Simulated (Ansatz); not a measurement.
**C2H5BrGe: rigid scan of one bond length from a Python script**

How does the energy of C2H5BrGe change as one bond is stretched? A script is to give a rigid scan of one bond length; the system is C2H5BrGe. SMILES: C=[C]([GeH3])Br.

Computed with Ansatz 0.2.0 through its Python package. Level of theory: Hartree-Fock/def2-SVP.

## Step 1: The system

Bond lengths: C1–C2 1.298 Å, C2–Ge3 1.898 Å, C2–Br4 1.862 Å, C1–H5 1.148 Å, C1–H6 1.079 Å, Ge3–H7 1.607 Å, Ge3–H8 1.519 Å, Ge3–H9 1.596 Å. Angles: C1–C2–Ge3 118.9°, C1–C2–Br4 122.2°, Ge3–C2–Br4 118.8°, C2–C1–H5 118.5°, C2–C1–H6 126.3°, H5–C1–H6 115.1°, C2–Ge3–H7 109.6°, C2–Ge3–H8 111.6°, C2–Ge3–H9 110.8°, H7–Ge3–H8 107.0°, H7–Ge3–H9 107.0°, H8–Ge3–H9 110.8°.

No structure file is read: the coordinates are typed or built in the script.

## Step 2: Script

Input file run_scan.py:

```python
# -*- coding: utf-8 -*-
"""Potential curve of C2H5BrGe along one bond."""

import ansatz as az
import matplotlib.pyplot as plt
import numpy as np

c2h5brge = (
    az.Crystal.molecule()
    .atom("C", [-0.2286, 1.3694, -0.5766])
    .atom("C", [-0.4382, 0.0881, -0.5559])
    .atom("Ge", [0.4431, -0.9642, 0.7555])
    .atom("Br", [-1.4951, -0.766, -1.8292])
    .atom("H", [-0.7888, 2.003, -1.3534])
    .atom("H", [0.3652, 1.9301, 0.1282])
    .atom("H", [2.0332, -0.7754, 0.6172])
    .atom("H", [0.1541, -2.4441, 0.5717])
    .atom("H", [0.0436, -0.4872, 2.2254])
)

symbols = [site.symbol for site in c2h5brge.cartesian_sites]
start = np.array([site.position_ang for site in c2h5brge.cartesian_sites])
axis = (start[5] - start[0]) / np.linalg.norm(start[5] - start[0])
moving = [5]
lengths, energies = [0.949, 0.992, 1.036, 1.079, 1.122, 1.165, 1.208, 1.273], []
for length in lengths:
    xyz = start.copy()
    xyz[moving] += (length - np.linalg.norm(start[5] - start[0])) * axis
    point = az.Crystal.molecule()
    for symbol, place in zip(symbols, xyz):
        point = point.atom(symbol, place.tolist())
    model = (
        point.calculation()
        .basis(gaussian="def2-SVP")
        .functional("hf")
    )
    r = model.run(threads=1).report
    energies.append(r["free_energy_ev"])
    print(f"r = {length:6.3f} A  E = {energies[-1]:.5f} eV  <S^2> = {abs(r['mean_field']['state']['spin_squared']):.3f}")

# quartic fit about the minimum
fit = np.polynomial.Polynomial.fit(lengths, np.array(energies) - min(energies), 4).convert()
roots = [r.real for r in fit.deriv().roots() if abs(r.imag) < 1e-9 and fit.deriv(2)(r.real) > 0]
r_e = min(roots, key=lambda r: abs(r - lengths[int(np.argmin(energies))]))
print(f"minimum of the fit at {r_e:.4f} A, force constant {fit.deriv(2)(r_e):.2f} eV/A^2")
plt.figure(figsize=(4.5, 3))
plt.plot(lengths, np.array(energies) - min(energies), "o-")
plt.xlabel("bond length (A)")
plt.ylabel("E - E(min) (eV)")
plt.tight_layout()
plt.savefig("scan.png", dpi=100)
```

## Step 3: Running it

On the command line:

```
python run_scan.py
```

Without the output at hand: what should come out? Wanted: range of energy; lowest point, distance.

As calculated:

| quantity | value |
| --- | --- |
| bond length at the fit's minimum | 1.0826 Å |
| runs compared | 8 |
| range of energy | 0.499 eV |
| lowest point, distance (Å) | 1.08 |

**Reading.** The lowest point, at 1.08, lies inside the range. The ends stand 0.448 and 0.499 eV above it. The distance scanned is the script's pair 0, 5. Notes:
- The rest of the molecule is held rigid at a force-field or estimated start geometry, and the basis set is modest; single-reference methods fail as a bond breaks.
- The orbitals are restricted, so S² is zero by construction.
